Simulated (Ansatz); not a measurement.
# CH6SSeSi: the cost of one run

Method: RKS B3LYP-D4/def2-SVP, in Ansatz 0.2.0.

### 1 Starting point

Bond lengths: C1–Se2 1.910 Å, Se2–Si3 2.273 Å, Si3–S4 2.212 Å, C1–H5 1.100 Å, C1–H6 1.187 Å, C1–H7 1.090 Å, Si3–H8 1.406 Å, Si3–H9 1.528 Å, S4–H10 1.375 Å. Angles: C1–Se2–Si3 90.0°, Se2–C1–H5 114.2°, Se2–C1–H6 108.1°, Se2–C1–H7 111.7°, H5–C1–H6 106.0°, H5–C1–H7 110.5°, H6–C1–H7 105.9°, Se2–Si3–S4 109.7°, Se2–Si3–H8 111.7°, Se2–Si3–H9 107.5°, S4–Si3–H8 110.5°, S4–Si3–H9 107.1°, H8–Si3–H9 110.2°, Si3–S4–H10 91.0°.

Structure file:

```xyz
10

C    -1.1813    1.0712   -0.5331
Se   -0.3220    1.0218    1.1721
Si    0.4641   -1.0614    0.7141
S     1.9888   -0.9477   -0.8842
H    -0.4886    1.0488   -1.3878
H    -1.7733    2.0963   -0.6178
H    -1.9310    0.2854   -0.6287
H    -0.5713   -1.9382    0.3456
H     1.1672   -1.5731    1.9702
H     2.7305   -0.0545   -0.1475
```

### 2 End point A

File input.yaml:

```yaml
crystal:
  periodic: [false, false, false]
  atoms:
    - { symbol: C, position_ang: [-1.1813, 1.0712, -0.5331] }
    - { symbol: Se, position_ang: [-0.322, 1.0218, 1.1721] }
    - { symbol: Si, position_ang: [0.4641, -1.0614, 0.7141] }
    - { symbol: S, position_ang: [1.9888, -0.9477, -0.8842] }
    - { symbol: H, position_ang: [-0.4886, 1.0488, -1.3878] }
    - { symbol: H, position_ang: [-1.7733, 2.0963, -0.6178] }
    - { symbol: H, position_ang: [-1.931, 0.2854, -0.6287] }
    - { symbol: H, position_ang: [-0.5713, -1.9382, 0.3456] }
    - { symbol: H, position_ang: [1.1672, -1.5731, 1.9702] }
    - { symbol: H, position_ang: [2.7305, -0.0545, -0.1475] }
basis:
  gaussian: { orbitals: def2-SVP }
hamiltonian:
  xc: b3lyp
  dispersion: d4
relax:
  f_tol: 0.02
  max_steps: 50
```

Command:

```
$ ansatz run input.yaml --threads 2 --pin off --max-ram 3072MiB --backend cpu --events-out ev --progress --plain --runs-dir out
```

**Question.** How long does this run take on 2 threads of Intel Xeon Platinum 8488C (Sapphire Rapids), shared host, and how much memory does it need?

About 34 s, with a peak of 0.29 GiB.
